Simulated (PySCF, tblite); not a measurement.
# C6H11F: geometry, infrared bands and NMR shifts

Aim: predict the infrared bands and NMR shifts of C6H11F (`C=C(CC)CCF`).

Programs: tblite 0.8.0 and PySCF 2.14.0, with density-fitted response routines of our own. Each step states its level of theory. These are calculated values for one molecule in the gas phase, unless marked as measured. Atoms are numbered from 0 throughout.

## 1. Starting geometry

18 atoms, charge 0, multiplicity 1; geometry from: force field or distance geometry start.

Bonds of the start (Å): C0–C1 1.36, C1–C2 1.52, C2–C3 1.53, C1–C4 1.51, C4–C5 1.53, C5–F6 1.36, C0–H7 1.08, C0–H8 1.09, C2–H9 1.09, C2–H10 1.11, C3–H11 1.10, C3–H12 1.08, C3–H13 1.10, C4–H14 1.10, C4–H15 1.10, C5–H16 1.09, C5–H17 1.09.

## 2. Optimising the geometry with GFN2-xTB

The job: settings as JSON, then the geometry in Å.

```
{"job": {"kind": "relax", "xc": "GFN2-xTB", "basis": "xTB"}, "charge": 0, "multiplicity": 1}
C      0.012200    -0.782700     2.006800
C     -0.014400    -0.342700     0.724900
C      0.943400    -0.937300    -0.290900
C      1.936100     0.085800    -0.839400
C     -0.969800     0.739100     0.296400
C     -1.962300     0.289200    -0.782800
F     -1.322000     0.195100    -1.983600
H      0.694000    -1.552100     2.341300
H     -0.658600    -0.372800     2.760900
H      1.491000    -1.771500     0.145800
H      0.356700    -1.363400    -1.124900
H      2.507800     0.532900    -0.017100
H      1.436500     0.877000    -1.383800
H      2.646300    -0.415800    -1.510400
H     -0.397100     1.606000    -0.078400
H     -1.546100     1.100700     1.164400
H     -2.405200    -0.677100    -0.544000
H     -2.757300     1.022700    -0.896600
```

On the command line:

```bash
OMP_NUM_THREADS=1 python probes_run.py task.json out
```

One launch serves the whole session: the jobs run in the order shown.

**Question.** This job is followed by: GFN2-xTB harmonic vibrations, gas phase; GIAO PBE0/pcSseg-1 NMR shielding, non-relativistic, gas phase. What will the session give for the following? strongest single infrared mode (GFN2-xTB); zero-point energy (GFN2-xTB); ¹³C shifts against TMS (PBE0/pcSseg-1); ¹H shifts against TMS (PBE0/pcSseg-1, means over atoms taken as alike); ¹⁹F shifts against CFCl3 (PBE0/pcSseg-1).

As calculated:

```
                                                              quantity                                     value
                             strongest single infrared mode (GFN2-xTB)                      3123 cm⁻¹, 53 km/mol
                                          zero-point energy (GFN2-xTB)                             97.4 kcal/mol
                                ¹³C shifts against TMS (PBE0/pcSseg-1)  161.8, 116.5, 89.4, 40.4, 34.4, 15.7 ppm
¹H shifts against TMS (PBE0/pcSseg-1, means over atoms taken as alike)    5.08, 4.91, 4.79, 2.47, 2.39, 1.14 ppm
                              ¹⁹F shifts against CFCl3 (PBE0/pcSseg-1)                                -243.5 ppm
```

In words: Relaxing lowered the energy by 0.075 eV in 50 steps; the close pair that moved most is C0–C1, from 1.356 to 1.324 Å. All 48 modes are real, so the xTB geometry is a minimum. The strongest single mode, at 3123 cm⁻¹, moves mainly H7. GFN2-xTB is a fitted tight-binding method: band positions and strengths are rough. Its intensities can rank the bands wrongly. The most deshielded carbon is C1 (fully substituted alkene carbon), at 161.8 ppm: an sp2 carbon of a C=C bond. At PBE0/pcSseg-1: The largest span, 260 ppm, is at C1, where the paramagnetic term is -237 ppm.
